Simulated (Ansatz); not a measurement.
# CH7AlN2: inversion of the pyramid at N1, part 2 of 2

Wanted: the energy profile along the inversion of the pyramid at N1, from relaxed end points and a band of images. SMILES of the start: NC[NH][AlH2].

Ansatz 0.2.0; RKS PBE0/def2-SVP. Earlier steps stand in the parts before.

## (7) Images and barrier

Images 0 and 6 are the ends. Energies count from image 0; the path length is the program's own measure over all atoms.

| image | path (Å) | energy (eV) | sum of angles at N1 (°) | band force (eV/Å) |
| --- | --- | --- | --- | --- |
| 0 | 0.000 | 0.0000 | 329.0 | - |
| 1 | 0.277 | 0.0123 | 331.4 | 0.009 |
| 2 | 0.554 | 0.0581 | 342.3 | 0.006 |
| 3* | 0.830 | 0.1434 | 359.9 | 0.018 |
| 4 | 1.122 | 0.0316 | 345.0 | 0.010 |
| 5 | 1.413 | -0.0324 | 329.7 | 0.009 |
| 6 | 1.705 | -0.0400 | 327.4 | - |

The star marks the climbing image.

image, energy (eV) and a bar:
```
        0      0.000 #######
        1      0.012 #########
        2      0.058 ################
        3      0.143 ##############################
        4      0.032 ############
        5     -0.032 #
        6     -0.040
```

The top of the band by iteration:

| iteration | highest image above image 0 (eV) | largest band force (eV/Å) |
| --- | --- | --- |
| 1 | 0.2192 | 0.803 |
| 2 | 0.1490 | 0.265 |
| 3 | 0.1470 | 0.209 |
| 4 | 0.1449 | 0.140 |
| 5 | 0.1438 | 0.055 |
| 6 | 0.1435 | 0.032 |
| 7 | 0.1434 | 0.018 |

The band as a trajectory file:

```xyz
11
image=0 dE=0.0000
N    -1.132    1.458    0.205
C     0.033    0.809   -0.357
N     0.506   -0.238    0.510
Al    0.801   -1.958    0.164
H    -1.375    2.294   -0.322
H    -1.937    0.834    0.176
H     0.800    1.596   -0.493
H    -0.125    0.363   -1.362
H     0.646    0.124    1.451
H     0.495   -2.484   -1.304
H     1.352   -2.855    1.352
11
image=1 dE=0.0123
N    -1.154    1.431    0.187
C     0.013    0.789   -0.378
N     0.518   -0.241    0.492
Al    0.820   -1.969    0.202
H    -1.296    2.361   -0.196
H    -2.000    0.891    0.018
H     0.768    1.584   -0.534
H    -0.153    0.332   -1.376
H     0.655    0.138    1.428
H     0.511   -2.554   -1.242
H     1.382   -2.818    1.420
11
image=2 dE=0.0581
N    -1.175    1.393    0.117
C     0.007    0.769   -0.417
N     0.534   -0.230    0.485
Al    0.827   -1.965    0.246
H    -1.240    2.392   -0.019
H    -2.048    0.929   -0.109
H     0.751    1.570   -0.593
H    -0.139    0.279   -1.402
H     0.650    0.176    1.411
H     0.526   -2.580   -1.187
H     1.374   -2.790    1.488
11
image=3 dE=0.1434
N    -1.193    1.409   -0.087
C     0.013    0.759   -0.459
N     0.509   -0.214    0.500
Al    0.818   -1.952    0.283
H    -1.213    2.391    0.127
H    -2.070    0.912   -0.093
H     0.765    1.552   -0.630
H    -0.084    0.227   -1.426
H     0.633    0.213    1.416
H     0.533   -2.586   -1.146
H     1.356   -2.769    1.535
11
image=4 dE=0.0316
N    -1.217    1.457   -0.298
C     0.016    0.758   -0.497
N     0.452   -0.192    0.516
Al    0.792   -1.932    0.319
H    -1.172    2.311    0.243
H    -2.017    0.886   -0.052
H     0.788    1.533   -0.659
H    -0.049    0.193   -1.444
H     0.614    0.252    1.418
H     0.530   -2.587   -1.105
H     1.329   -2.737    1.580
11
image=5 dE=-0.0324
N    -1.207    1.475   -0.361
C     0.033    0.766   -0.547
N     0.439   -0.157    0.499
Al    0.751   -1.908    0.363
H    -1.136    2.164    0.384
H    -1.957    0.834   -0.109
H     0.815    1.529   -0.715
H    -0.035    0.188   -1.484
H     0.607    0.317    1.384
H     0.496   -2.590   -1.048
H     1.262   -2.675    1.655
11
image=6 dE=-0.0400
N    -1.208    1.464   -0.300
C     0.056    0.812   -0.534
N     0.499   -0.147    0.463
Al    0.711   -1.909    0.311
H    -1.172    2.030    0.545
H    -1.938    0.769   -0.152
H     0.815    1.607   -0.662
H    -0.003    0.285   -1.501
H     0.716    0.303    1.350
H     0.370   -2.574   -1.090
H     1.220   -2.697    1.591
```

## (8) Frequencies at the highest image

The geometry is the highest inner image of the first converged band.

input.yaml reads:

```yaml
crystal:
  periodic: [false, false, false]
  atoms:
    - { symbol: "N", position_ang: [-1.193418, 1.409315, -0.08685] }
    - { symbol: C, position_ang: [0.01305, 0.759136, -0.458823] }
    - { symbol: "N", position_ang: [0.508649, -0.214091, 0.500016] }
    - { symbol: Al, position_ang: [0.81761, -1.952083, 0.283495] }
    - { symbol: H, position_ang: [-1.213387, 2.391458, 0.126876] }
    - { symbol: H, position_ang: [-2.069682, 0.912127, -0.092754] }
    - { symbol: H, position_ang: [0.765103, 1.55216, -0.630056] }
    - { symbol: H, position_ang: [-0.084479, 0.226902, -1.425937] }
    - { symbol: H, position_ang: [0.633195, 0.212907, 1.415671] }
    - { symbol: H, position_ang: [0.532865, -2.58598, -1.145693] }
    - { symbol: H, position_ang: [1.355893, -2.768851, 1.534856] }
basis:
  gaussian: { orbitals: def2-SVP }
hamiltonian:
  xc: pbe0
phonons: {}
```

Command:

```
> ansatz run input.yaml --threads 2 --pin off --max-ram 3072MiB --backend cpu --events-out ev --progress --plain --runs-dir out
```

The program printed, shortened:

```text
Warning: RAYON_NUM_THREADS=2 ignored (pool sized by the plan → 2); use --threads N
[...]
Functional definition: PBE0
[...]
1044 factors; integrals over basis functions are off by at most 3.9e-4 eV
[...]
mean field -10715.04470162 eV, -393.7706298665 hartree, gradient 4.1e-6 eV, S^2 0.000000; 0 other end points of the search recorded, 0 dependent functions left out
[...]
reference -10715.04473282 eV, -393.7706310129 hartree; 20, 20 occupied and 75, 75 virtual orbitals, 1044 factors
[...]
1044 factors; integrals over basis functions are off by at most 3.9e-4 eV
mean field -10715.04452372 eV, -393.7706233286 hartree, gradient 2.9e-6 eV, S^2 0.000000; 0 other end points of the search recorded, 0 dependent functions left out
[...]
reference -10715.04455492 eV, -393.7706244751 hartree; 20, 20 occupied and 75, 75 virtual orbitals, 1044 factors
[...]
1044 factors; integrals over basis functions are off by at most 3.8e-4 eV
[...]
WARN: phonons: modes at or below zero, which the zero-point energy, F, S and C_V leave out: 1, the lowest at -596.31 cm⁻¹. A minimum has none, and a first-order saddle one
[...]
Atom 2 at     0.508649    -0.214091     0.500016 Å, force     0.005350    -0.001022    -0.000650 eV/Å
Atom 3 at     0.817610    -1.952083     0.283495 Å, force    -0.003818    -0.000162     0.001444 eV/Å
Atom 4 at    -1.213387     2.391458     0.126876 Å, force    -0.009055     0.000216     0.002428 eV/Å
Atom 5 at    -2.069682     0.912127    -0.092754 Å, force    -0.005157     0.002776     0.000494 eV/Å
Atom 6 at     0.765103     1.552160    -0.630056 Å, force     0.003324     0.000359     0.000299 eV/Å
Atom 7 at    -0.084479     0.226902    -1.425937 Å, force    -0.000169    -0.000762     0.000082 eV/Å
Atom 8 at     0.633195     0.212907     1.415671 Å, force    -0.000376    -0.000557     0.001294 eV/Å
Atom 9 at     0.532865    -2.585980    -1.145693 Å, force     0.000505    -0.000228    -0.000191 eV/Å
Atom 10 at     1.355893    -2.768851     1.534856 Å, force     0.001114     0.000270    -0.000187 eV/Å
Dipole moment:    -0.154033     0.378853     0.062974 e Å
Vibrations: -596.31 92.34 196.48 226.86 290.44 459.51 531.93 591.41 630.73 742.71 794.96 897.60 1115.23 1138.39 1179.97 1320.25 1378.39 1437.95 1473.02 1596.00 1936.58 1942.32 3001.18 3051.11 3589.18 3673.30 3808.57 cm⁻¹, zero-point energy 2.299686 eV
```

Run time: 68 s. Hardware: 2 threads of Intel Xeon Platinum 8488C (Sapphire Rapids), shared host; peak memory 0.2 GiB.

Of 27 modes, 1 is imaginary by more than 30 cm⁻¹ (596i cm⁻¹).

## (9) Another band, settings changed

crystal.atoms is end A as relaxed above, and neb.final_atoms is end B, turned to lie on A. With 5 inner images the band has 7 in all.

input.yaml reads:

```yaml
crystal:
  periodic: [false, false, false]
  atoms:
    - { symbol: "N", position_ang: [-1.132112, 1.457699, 0.205336] }
    - { symbol: C, position_ang: [0.032711, 0.809088, -0.356523] }
    - { symbol: "N", position_ang: [0.50632, -0.237714, 0.509744] }
    - { symbol: Al, position_ang: [0.801255, -1.958143, 0.164248] }
    - { symbol: H, position_ang: [-1.374682, 2.293834, -0.321928] }
    - { symbol: H, position_ang: [-1.936986, 0.83357, 0.176021] }
    - { symbol: H, position_ang: [0.800463, 1.596318, -0.492527] }
    - { symbol: H, position_ang: [-0.125063, 0.36267, -1.36228] }
    - { symbol: H, position_ang: [0.646267, 0.124256, 1.451004] }
    - { symbol: H, position_ang: [0.495077, -2.4836, -1.303992] }
    - { symbol: H, position_ang: [1.352148, -2.854979, 1.351697] }
basis:
  gaussian: { orbitals: def2-SVP }
hamiltonian:
  xc: pbe0
neb:
  order_check: false
  images: 5
  f_tol: 0.03
  max_iterations: 60
  initial_path: linear
  final_atoms:
    - { symbol: "N", position_ang: [-1.22824223, 1.45937311, -0.22882085] }
    - { symbol: C, position_ang: [0.04560551, 0.83895794, -0.49160143] }
    - { symbol: "N", position_ang: [0.50033642, -0.16282487, 0.45649757] }
    - { symbol: Al, position_ang: [0.73801652, -1.91230492, 0.21599063] }
    - { symbol: H, position_ang: [-1.20278066, 1.98304188, 0.64471534] }
    - { symbol: H, position_ang: [-1.94905873, 0.7476184, -0.11751573] }
    - { symbol: H, position_ang: [0.79278042, 1.64969432, -0.57780216] }
    - { symbol: H, position_ang: [-0.00459184, 0.36107499, -1.48484868] }
    - { symbol: H, position_ang: [0.70868196, 0.24486911, 1.365728] }
    - { symbol: H, position_ang: [0.40881628, -2.50974793, -1.21772549] }
    - { symbol: H, position_ang: [1.25583435, -2.75675304, 1.45618278] }
```

Command:

```
> ansatz run input.yaml --threads 2 --pin off --max-ram 3072MiB --backend cpu --events-out ev --progress --plain --runs-dir out
```

The program printed, shortened:

```text
Warning: RAYON_NUM_THREADS=2 ignored (pool sized by the plan → 2); use --threads N
[...]
Functional definition: PBE0
[...]
1043 factors; integrals over basis functions are off by at most 4.1e-4 eV
[...]
mean field -10715.18807788 eV, -393.7758988466 hartree, gradient 4.8e-5 eV, S^2 0.000000; 0 other end points of the search recorded, 0 dependent functions left out
[...]
reference -10715.18810912 eV, -393.7758999947 hartree; 20, 20 occupied and 75, 75 virtual orbitals, 1043 factors
1043 factors; integrals over basis functions are off by at most 4.0e-4 eV
[...]
mean field -10715.22804966 eV, -393.7773677824 hartree, gradient 4.9e-5 eV, S^2 0.000000; 0 other end points of the search recorded, 0 dependent functions left out
[...]
reference -10715.22808104 eV, -393.7773689357 hartree; 20, 20 occupied and 75, 75 virtual orbitals, 1043 factors
[...]
Atom 1 at     0.011445     0.769286    -0.442089 Å, force    -0.002710     0.001171    -0.002532 eV/Å
Atom 2 at     0.510732    -0.226120     0.491903 Å, force     0.001484     0.005277     0.001437 eV/Å
Atom 3 at     0.816302    -1.959132     0.235565 Å, force     0.000366    -0.002958    -0.000983 eV/Å
Atom 4 at    -1.209704     2.390583     0.186734 Å, force     0.000736     0.006646     0.002218 eV/Å
Atom 5 at    -2.068275     0.917588    -0.058613 Å, force    -0.000560     0.001468    -0.000895 eV/Å
Atom 6 at     0.764474     1.564117    -0.601092 Å, force    -0.000893    -0.001132     0.003113 eV/Å
Atom 7 at    -0.093539     0.258419    -1.419887 Å, force     0.000185     0.000176    -0.001153 eV/Å
Atom 8 at     0.639345     0.179689     1.416614 Å, force     0.000758     0.000308     0.000373 eV/Å
Atom 9 at     0.526418    -2.560969    -1.206376 Å, force    -0.001135    -0.000228    -0.000176 eV/Å
Atom 10 at     1.359334    -2.803816     1.466113 Å, force     0.000354    -0.000150     0.000777 eV/Å
Dipole moment:    -0.154556     0.377715     0.072420 e Å
this run last wrote the band of iteration 8 to <dir>
```

Wall time 64 s (2 threads of Intel Xeon Platinum 8488C (Sapphire Rapids), shared host); peak memory 0.2 GiB.

## (10) The band, image by image

Images 0 and 6 are the ends. Energies count from image 0; the path length is the program's own measure over all atoms.

| image | path (Å) | energy (eV) | sum of angles at N1 (°) | band force (eV/Å) |
| --- | --- | --- | --- | --- |
| 0 | 0.000 | 0.0000 | 329.0 | - |
| 1 | 0.277 | 0.0123 | 331.4 | 0.008 |
| 2 | 0.553 | 0.0581 | 342.3 | 0.010 |
| 3* | 0.830 | 0.1434 | 359.9 | 0.011 |
| 4 | 1.123 | 0.0313 | 344.9 | 0.013 |
| 5 | 1.415 | -0.0325 | 329.7 | 0.014 |
| 6 | 1.708 | -0.0400 | 327.4 | - |

The star marks the climbing image.

image, energy (eV) and a bar:
```
        0      0.000 #######
        1      0.012 #########
        2      0.058 ################
        3      0.143 ##############################
        4      0.031 ############
        5     -0.033 #
        6     -0.040
```

## (11) Summary of results

This closing draws on all 2 parts.

| quantity | value |
| --- | --- |
| end A | 14 moves, 1.346 eV lower |
| end B | 17 moves, 1.565 eV lower |
| first band: barrier forwards | 0.143 eV |
| first band: barrier backwards | 0.183 eV |
| first band: second end relative to first | -0.040 eV |
| first band: highest image | 3 of 0 to 6, climbing |
| first band: band iterations | 7 |
| imaginary modes at the top | 596i cm⁻¹ |
| second band | top 0.143 eV above image 0, 8 iterations, 5 inner images |
| time, first and second band | 56 s and 64 s |

**Reading.** In the first band: along this path the system climbs 0.14 eV from the first end (6 kT at 300 K), which at an assumed attempt frequency of 10^13 s⁻¹ means a rate near 10^11 s⁻¹. Going back costs 0.18 eV, since the second end is 0.040 eV below the first. One imaginary mode, as a first-order saddle point has. The second band's top agrees with the first's to 1 meV, so the changed settings hardly move the height. These are electronic energies, with no zero-point or thermal terms. Tunnelling, which matters where hydrogen moves, is missing too.
